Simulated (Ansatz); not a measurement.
# Si: the cost of one run

Computed with Ansatz 0.2.0, driven from Python. Level of theory: DFT r2SCAN, plane waves, PAW.

## 1. The structure

It takes space group Fmmm (No. 69, orthorhombic). Conventional cell: a = 4.845 Å, b = 5.320 Å, c = 9.286 Å, α = 90.00°, β = 90.00°, γ = 90.00°. Around Si (site symmetry m2m) lie 5 Si at 2.42 to 2.51 Å. Around Si (site symmetry mm2) lie 6 Si at 2.48 to 2.72 Å.

POSCAR, read by the script:

```text
Si
1.0
   0.00000000    2.65989848    4.64324354
   2.42226777    0.00000000    4.64324354
   2.42226777    2.65989848    0.00000000
Si
4
Direct
   0.72739428    0.27260572    0.72739428
   0.27260572    0.72739428    0.27260572
   0.77976930    0.77976930    0.22023070
   0.22023070    0.22023070    0.77976930
```

## 2. The script

File si_smear.py:

```python
'''Smearing width test for Si.'''

import ansatz as az
from ase.io import read
import pandas as pd

atoms = read('POSCAR', format='vasp')
xtal = az.Crystal.from_ase(atoms)

calculation = xtal.calculation().functional('r2scan').basis(550).kpoints(8).forces().stress()

rows = []
for value in [0.3, 0.2, 0.1, 0.05]:
    data = calculation.occupations('cold', width=value).run(threads=1, backend='cpu').report
    rows.append((value, data['free_energy_ev'] / len(data['lattice']['sites']), data['n_iterations'], sum(data['stress_gpa'][i][i] for i in range(3)) / 3, max(abs(f) for row in data['forces_ev_ang'] for f in row), data['n_kpoints']))

table = pd.DataFrame(rows, columns=['width (eV)', 'F/atom (eV)', 'iterations', 'P (GPa)', 'max component (eV/A)', 'k-points'])
print(table.round(5).to_string(index=False))

# differences from the last row
for row in rows[:-1]:
    shift = 1000 * (row[1] - rows[-1][1])
    print(f'{row[0]}: {shift:+.2f} meV/atom' + ('  (within 2 meV)' if abs(shift) < 2 else ''))
```

## 3. What the engine is handed

The engine receives this input (first run):

```yaml
crystal:
  lattice:
    - [0.0, 2.65989848, 4.64324354]
    - [2.42226777, 0.0, 4.64324354]
    - [2.42226777, 2.65989848, 0.0]
  atoms:
    - { symbol: Si, position: [0.72739428, 0.27260572, 0.72739428] }
    - { symbol: Si, position: [0.27260572, 0.7273942800000001, 0.27260572] }
    - { symbol: Si, position: [0.7797693, 0.7797693, 0.22023069999999997] }
    - { symbol: Si, position: [0.22023070000000003, 0.22023070000000003, 0.7797693] }
basis:
  ecutwfc: 550.0
kpoints:
  mp_grid:
    grid: [8, 8, 8]
hamiltonian:
  xc: r2scan
scf:
  occupations:
    method: cold
    width: 0.3
output:
  forces: true
  stress: true
```

## 4. Running it

Launch:

```console
$ python si_smear.py
```

Q: Estimate wall time and peak memory on 1 thread of Arm Neoverse V2, shared host.

About 47 s, with a peak of 0.8 GiB.
